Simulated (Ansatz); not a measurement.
# HBrF− (SMILES [Br-].F): Born-Oppenheimer dynamics

Aim: follow the atoms for 80 steps of 0.75 fs at constant energy, with velocities drawn for 700 K.

The runs use Ansatz 0.2.0, Gaussian basis; PBE0-D4/def2-SVPD.

### Step 1. Starting geometry

The start, a pair relaxed at PBE0-D4: SMILES `[Br-].F`, 3 atoms, charge -1, spin multiplicity 1.

Atoms are counted from 1 here; the program's logs count them from 0.

Bond lengths: F2–H3 0.970 Å.

Coordinates:

```xyz
3

Br    0.00706    0.12702   -1.70423
F    -0.00553   -0.09945    1.33585
H    -0.00153   -0.02747    0.36839
```

### Step 2. Dynamics

Contents of md/in.yaml:

```yaml
crystal:
  periodic: [false, false, false]
  atoms:
    - {symbol: Br, position_ang: [0.007064, 0.127019, -1.704234]}
    - {symbol: F, position_ang: [-0.005534, -0.099448, 1.335846]}
    - {symbol: H, position_ang: [-0.001530, -0.027470, 0.368388]}
basis:
  gaussian: {orbitals: def2-SVPD}
total_charge: -1
hamiltonian: {xc: pbe0, dispersion: d4}
md: {n_steps: 80, timestep: 0.75, temperature: 700, ensemble: nve, seed: 78, initial_velocities: maxwell_boltzmann}
```

Run with:

```bash
$ ansatz run in.yaml --threads 2 --pin off --events-out ev --progress --plain --max-ram 5222MiB
```

**Question.** What will these runs give? Wanted: temperature at the start; mean temperature, second half; lowest and highest potential energy, from the first frame; largest change of potential + kinetic.

As calculated:

| quantity | value |
| --- | --- |
| length | 80 steps, 60.0 fs |
| temperature at the start | 700 K |
| mean temperature, second half | 277 K |
| lowest and highest potential energy, from the first frame | 0 and 92 meV |
| largest change of potential + kinetic | 2.8 meV |

With no thermostat the total energy should stay fixed; it holds within 2.8 meV, or 6 % of the mean kinetic energy of 43 meV, more than a sound time step leaves. With 3 atoms the instant temperature spans 7 to 700 K. The molecule keeps its bonds.
